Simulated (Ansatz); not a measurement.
## C2H9Ge2NO, SMILES O=CN[CH]([GeH3])[GeH3]: a single point in a Gaussian basis, step by step

Computed with the Python package of Ansatz (0.2.0).

The cells in order, each with its output:

```python
import ansatz as az

GEOMETRY = """
O    -2.74300   -0.23260   -0.73160
C    -2.33900   -0.31910    0.45850
N    -0.94070   -0.38240    0.75770
C     0.08490   -0.34310   -0.28390
Ge    1.80240   -0.93260    0.42850
Ge    0.28080    1.47410   -0.96190
H    -3.06080   -0.35000    1.26370
H    -0.66290   -0.49610    1.75850
H    -0.19300   -1.02260   -1.11710
H     2.22970    0.00950    1.58270
H     2.86740   -0.89070   -0.69670
H     1.66620   -2.38070    0.96350
H     0.67640    2.41470    0.20460
H     1.38860    1.50010   -2.04560
H    -1.05720    1.95160   -1.58100
"""
```

```python
molecule = az.Crystal.molecule()
for line in GEOMETRY.strip().splitlines():
    symbol, *xyz = line.split()
    molecule = molecule.atom(symbol, [float(v) for v in xyz])
```

```python
base = molecule.calculation()
base = base.basis(gaussian="def2-SVP")
base = base.functional("B3LYP")
base = base.accuracy("medium")
print(base.to_yaml())
trace = []
outcome = base.session().plan().execute(on_event=trace.append)
summary = outcome.report

summary["published_state_doubts"]
```

    crystal:
      periodic: [false, false, false]
      atoms:
        - { symbol: O, position_ang: [-2.743, -0.2326, -0.7316] }
        - { symbol: C, position_ang: [-2.339, -0.3191, 0.4585] }
        - { symbol: "N", position_ang: [-0.9407, -0.3824, 0.7577] }
        - { symbol: C, position_ang: [0.0849, -0.3431, -0.2839] }
        - { symbol: Ge, position_ang: [1.8024, -0.9326, 0.4285] }
        - { symbol: Ge, position_ang: [0.2808, 1.4741, -0.9619] }
        - { symbol: H, position_ang: [-3.0608, -0.35, 1.2637] }
        - { symbol: H, position_ang: [-0.6629, -0.4961, 1.7585] }
        - { symbol: H, position_ang: [-0.193, -1.0226, -1.1171] }
        - { symbol: H, position_ang: [2.2297, 0.0095, 1.5827] }
        - { symbol: H, position_ang: [2.8674, -0.8907, -0.6967] }
        - { symbol: H, position_ang: [1.6662, -2.3807, 0.9635] }
        - { symbol: H, position_ang: [0.6764, 2.4147, 0.2046] }
        - { symbol: H, position_ang: [1.3886, 1.5001, -2.0456] }
        - { symbol: H, position_ang: [-1.0572, 1.9516, -1.581] }
    accuracy: medium
    basis:
      gaussian:
        orbitals: def2-SVP
    hamiltonian:
      xc: b3lyp
    
    []

```python
summary["positions_ang"]
```

    [[-2.743, -0.2326, -0.7316], [-2.339, -0.3191, 0.4585], [-0.9407, -0.3824, 0.7577],
     [0.0849, -0.3431, -0.2839], [1.8024, -0.9326, 0.4285], [0.2808, 1.4741, -0.9619],
     [-3.0608, -0.35, 1.2637], [-0.6629, -0.4961, 1.7585], [-0.193, -1.0226, -1.1171],
     [2.2297, 0.0095, 1.5827], [2.8674, -0.8907, -0.6967], [1.6662, -2.3807, 0.9635],
     [0.6764, 2.4147, 0.2046], [1.3886, 1.5001, -2.0456], [-1.0572, 1.9516, -1.581]]

```python
summary["mean_field"]["state"]["spin_squared"]
```

    -2.0605739337042905e-13

```python
for event in trace:
    if event["event"] == "mean_field_evaluation" and event["data"]["evaluation"] <= 25:
        print("pass {evaluation:3d}  E = {energy_ev:.6f} eV  gradient {gradient_ev:.1e}".format(**event["data"]))
```

    pass   1  E = -118770.053983 eV  gradient 6.2e+01
    pass   2  E = -118753.517417 eV  gradient 1.1e+02
    pass   3  E = -118776.165317 eV  gradient 2.5e+01
    pass   4  E = -118777.183597 eV  gradient 1.0e+01
    pass   5  E = -118777.373905 eV  gradient 2.7e+00
    pass   6  E = -118777.387721 eV  gradient 7.5e-01
    pass   7  E = -118777.387655 eV  gradient 7.5e-01
    pass   8  E = -118777.491553 eV  gradient 8.3e-01
    pass   9  E = -118777.492894 eV  gradient 2.1e-01
    pass  10  E = -118777.492969 eV  gradient 1.1e-01
    pass  11  E = -118777.492995 eV  gradient 1.7e-02
    pass  12  E = -118777.492995 eV  gradient 5.2e-03
    pass  13  E = -118777.492996 eV  gradient 5.2e-03
    pass  14  E = -118777.492996 eV  gradient 1.1e-03
    pass  15  E = -118777.492996 eV  gradient 3.6e-04
    pass  16  E = -118777.492996 eV  gradient 6.1e-05
    pass  17  E = -118777.492996 eV  gradient 6.2e-05
    pass  18  E = -118777.492996 eV  gradient 6.2e-05

```python
for key in ("converged", "free_energy_ev", "reference_energy_ev", "n_frozen", "n_occupied", "n_virtual"):
    print(f"{key:22s} {summary[key]}")
```

    converged              True
    free_energy_ev         -118777.49330756544
    reference_energy_ev    -118777.49330756544
    n_frozen               0
    n_occupied             [50, 50]
    n_virtual              [115, 115]

```python
state = summary["mean_field"]["state"]
print(f"mean field: {state['energy']['hartree']:.7f} Ha, <S^2> = {abs(state['spin_squared']):.4f}, stability: {state.get('stability', {}).get('kind')}")
```

    mean field: -4364.9923688 Ha, <S^2> = 0.0000, stability: minimum

The settings weren't tested for convergence. The geometry is a force-field or estimated start, not a minimum of this method, and the basis set is short of its limit. b3lyp holds the VWN-RPA fit, as in Gaussian; the form of ORCA and Turbomole is b3lyp5. Early passes use coarser integrals and grids, so their energies can't be compared with the last. Finished in 13 s on 1 thread of Arm Neoverse V1 (shared host), peak memory 0.54 GiB.

(Lines on the test bed's own set-up are left out of the output.)
